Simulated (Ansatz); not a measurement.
# Zn: a hydrostatic pressure series

The task here is to estimate one member of a computed series from the others.

Method: DFT PBEsol, scalar-relativistic, plane waves, PAW, in Ansatz 0.2.0.

## The system as given

The structure is hexagonal, space group P6_3/mmc (No. 194). The conventional cell has a = 2.665 Å, b = 2.665 Å, c = 4.947 Å, α = 90.00°, β = 90.00°, γ = 120.00°. Zn (site symmetry -6m2) is surrounded by 12 Zn at 2.66 to 2.91 Å.

Structure file:

```
CELL_PARAMETERS angstrom
2.66480 0.00000 0.00000
-1.33240 2.30778 0.00000
0.00000 0.00000 4.94670
ATOMIC_POSITIONS crystal
Zn 0.33333 0.66667 0.25000
Zn 0.66667 0.33333 0.75000
```

Source of the structure: the Crystallography Open Database.

Set-up of the first run:

(A quick probe on a coarse mesh, which set the mesh and smearing, is not shown.)

input.yaml

```yaml
crystal:
  lattice:
    - [2.6647980532, 0.0, 0.0]
    - [-1.3323990266, 2.30778281, 0.0]
    - [0.0, 0.0, 4.9467]
  atoms:
    - { symbol: Zn, position: [0.3333333333, 0.6666666667, 0.25] }
    - { symbol: Zn, position: [0.6666666667, 0.3333333333, 0.75] }
basis:
  ecutwfc: 420
kpoints:
  mp_grid: { grid: [18, 18, 8] }
hamiltonian:
  xc: pbesol
scf:
  occupations: { method: gaussian, width: 0.1 }
output:
  forces: true
  stress: true
  eigenvalues: true
relax:
  adjacent_minimum: "off"
  f_tol: 0.005
  max_steps: 80
  cell: { stress_tol: 0.05 }
```

Started as:

```sh
ansatz run input.yaml --threads 1 --pin off --max-ram 2560MiB --backend cpu --events-out ev --progress --plain --runs-dir out
```

Among the steps run: Relaxing cell and atoms; Target pressure -3 GPa; Relaxing at 3 GPa; Relaxing at 8 GPa; Target pressure 15 GPa; Relaxing at 30 GPa; Relaxing at 60 GPa.

One table of the session follows, with a row left open; its other results are not shown here.

It belongs to the step «Volume, cell and gap against pressure». Lengths are those of the vectors of the cell that was run:

```
P (GPa)  V (Å³/atom)  a (Å)  b (Å)  c (Å)  ΔH (eV/atom)
     -3        14.92  2.608  2.608  5.066        -0.273
      0        14.25  2.593  2.593  4.895         0.000
      3        13.72  2.588  2.588  4.729         0.261
      8        13.12  2.565  2.565  4.603         0.680
     15        12.37  2.581  2.581  4.286         1.231
     30            ?      ?      ?      ?             ?
     60        10.32  2.440  2.440  4.006         4.372
```

Estimate the missing values for P (GPa) = 30.

Worked estimate for «V (Å³/atom)». A straight line through the neighbours (15, 12.37) and (60, 10.32) gives 12.37 + (10.32 − 12.37) × (30 − 15) / (60 − 15) = 11.69; a parabola fitted to 3 rows on both sides gives 11.15.

The run gave: V (Å³/atom): 11.46; a (Å): 2.522; b (Å): 2.522; c (Å): 4.161; ΔH (eV/atom): 2.343. In «V (Å³/atom)» the line misses by +0.23 and the parabola by -0.31.

ΔH is E + PV over the energy at zero pressure; a, b and c are the vectors of the computed cell. 
